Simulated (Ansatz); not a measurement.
# Br₂HOSi radical: how energies converge with the basis set

An exercise on one series of results from a longer session: the logs are not shown, and one member is left open.

Program: Ansatz 0.2.0, Gaussian basis. Level of theory: one geometry, several basis sets. These are calculated values, not measurements.

Plan: PBE0-D4/def2-SVP; ωB97M-V/def2-SVP; PBE0-D4/def2-QZVPP; ωB97M-V/def2-QZVPP; the functionals' def2-TZVPP values are taken from earlier runs.

**The relaxed structure**

The geometry comes from an earlier relaxation with PBE0-D4 in a triple-zeta def2 set; it is a stationary point.

SMILES `O[Si](Br)Br`, 5 atoms, charge 0, spin multiplicity 2.

Atoms are counted from 1 here; the program's logs count them from 0.

Bond lengths: O1–Si2 1.634 Å, O1–H5 0.961 Å, Si2–Br3 2.215 Å, Si2–Br4 2.234 Å. Angles: Si2–O1–H5 117.2°, O1–Si2–Br3 106.6°, O1–Si2–Br4 109.6°, Br3–Si2–Br4 111.4°.

The first run:

The input, in.yaml:

```yaml
crystal:
  periodic: [false, false, false]
  atoms:
    - {symbol: O, position_ang: [0.023773, 1.196490, 0.292297]}
    - {symbol: Si, position_ang: [-0.498111, -0.348199, 0.181592]}
    - {symbol: Br, position_ang: [0.491924, -1.470234, 1.814135]}
    - {symbol: Br, position_ang: [0.038178, -1.179947, -1.821715]}
    - {symbol: H, position_ang: [-0.005864, 1.728188, -0.507708]}
basis:
  gaussian: {orbitals: def2-SVP}
magnetization: {spin_polarized: true, initial_magnetization: 1}
hamiltonian: {xc: pbe0, dispersion: d4}
output: {orbitals: {seedname: orbitals}}
```

Steps of the session up to this table: PBE0-D4 in def2-SVP; ωB97M-V in def2-SVP; PBE0-D4 in def2-QZVPP; ωB97M-V in def2-QZVPP.

One table of the session follows, with a row left open; its other results are not shown here.

It belongs to the step «Density functionals: the series». 

```
functional       basis  HOMO (eV)  LUMO (eV)
   PBE0-D4    def2-SVP      -6.51      -3.07
   PBE0-D4  def2-TZVPP      -6.61      -3.11
   PBE0-D4  def2-QZVPP      -6.64      -3.15
   ωB97M-V    def2-SVP          ?          ?
   ωB97M-V  def2-TZVPP      -8.35      -1.53
   ωB97M-V  def2-QZVPP      -8.39      -1.60
```

Estimate the missing values for ωB97M-V, def2-SVP.

The run gave: HOMO (eV): -8.23; LUMO (eV): -1.42. In the column «HOMO (eV)» it lies between ωB97M-V, def2-TZVPP (-8.35) and PBE0-D4, def2-QZVPP (-6.64).
